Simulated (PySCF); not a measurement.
# OsOBr₂: structure of the triplet

The task is one start of a wider search on OsOBr₂: the triplet, from a PBE0 minimum start. It is relaxed, tested by its Hessian and followed downhill if it is a saddle.

Computed with PySCF 2.14.0. Level: PBE0, basis Os def2-TZVP with ECP60, O def2-TZVP, Br def2-TZVP, scalar-relativistic core potentials, no spin–orbit coupling, density fitting.

### 1 Starting geometry

4 atoms, charge 0, spin multiplicity 3.

Bond lengths: Os1–O2 1.678 Å, Os1–Br3 2.330 Å, Os1–Br4 2.330 Å. Angles: O2–Os1–Br3 116.2°, O2–Os1–Br4 116.2°, Br3–Os1–Br4 127.6°.

Coordinates in bohr (charge 0 multiplicity 3):
```
Os    0.6998    0.0000    0.0000
O     3.8702    0.0000    0.0000
Br   -1.2433    3.9518    0.0000
Br   -1.2433   -3.9518    0.0000
```

### 2 Finding the electronic state

One driver script runs all steps and calls PySCF; scf.py shows how it sets up the SCF of each step. The optimiser is the driver's own. After this first run the driver tries any further starts and a stability analysis.

The input, scf.py:

```python
from pyscf import gto, scf, dft
mol = gto.M(atom='''
Os     0.370340     0.000000     0.000000
O      2.048020    -0.000000     0.000000
Br    -0.657950     2.091200     0.000000
Br    -0.657950    -2.091200     0.000000''',
    basis={'Os': 'def2-TZVP', 'O': 'def2-TZVP', 'Br': 'def2-TZVP'},
    ecp={'Os': 'def2-TZVP'},
    charge=0, spin=2)
mf = dft.UKS(mol, xc='PBE0')
mf.grids.atom_grid = (50, 194)
aux = {'Os': 'def2-universal-JKFIT', 'O': 'def2-universal-JKFIT', 'Br': 'def2-universal-JKFIT'}
mf = mf.density_fit(auxbasis=aux)
mf.conv_tol = 1e-08
mf.diis_space = 10
mf.max_cycle = 60
mf.init_guess = 'minao'
mf.verbose = 4
mf.kernel()
```

Started as:

```sh
$ OMP_NUM_THREADS=4 python axn.py task.json out
```

The runs that follow: Relaxation: PBE0 minimum start, triplet; Vibrations and properties at this point.

Before running it: what results should come out? Wanted: minimum; geometry; wavenumbers; dipole moment; highest occupied, lowest empty level; polar-tensor charge of Os1; zero-point energy; atomisation energy; ⟨S²⟩.

The runs gave:

```
                                          quantity                                                                   value
                                           minimum                                                            triplet, C2v
                                          geometry  Os–Br 2.330 Å (×2), Os–O 1.678 Å; Br–Os–Br 127.6°, Br–Os–O 116.2° (×2)
                                wavenumbers (cm⁻¹)               72 (a1), 85 (b1), 204 (b2), 267 (a1), 326 (b2), 1047 (a1)
                                     dipole moment                                                                  1.31 D
highest occupied, lowest empty level (either spin)                                                         -7.07, -4.22 eV
                        polar-tensor charge of Os1                                                                 +1.14 e
                                 zero-point energy                                                             12.0 kJ/mol
                               entropy at 298.15 K                                                         364.9 J/(mol K)
         atomisation energy (no zero-point energy)                                                             1175 kJ/mol
                                              ⟨S²⟩                                                                   2.012
```

**Reading.** The PBE0 minimum start keeps its C2v symmetry and ends in a minimum. In the infrared the band at 1047 cm⁻¹ (a1, stretch) leads. Most of the spin sits on Os1 (Mulliken spin 1.58, against 2 for the whole molecule). Only this shape and spin were tried, so other structures or states may lie lower. Open d and f shells are described by one determinant, and the ground state may have another occupation or spin. With an element this heavy the missing spin–orbit coupling can shift these numbers.
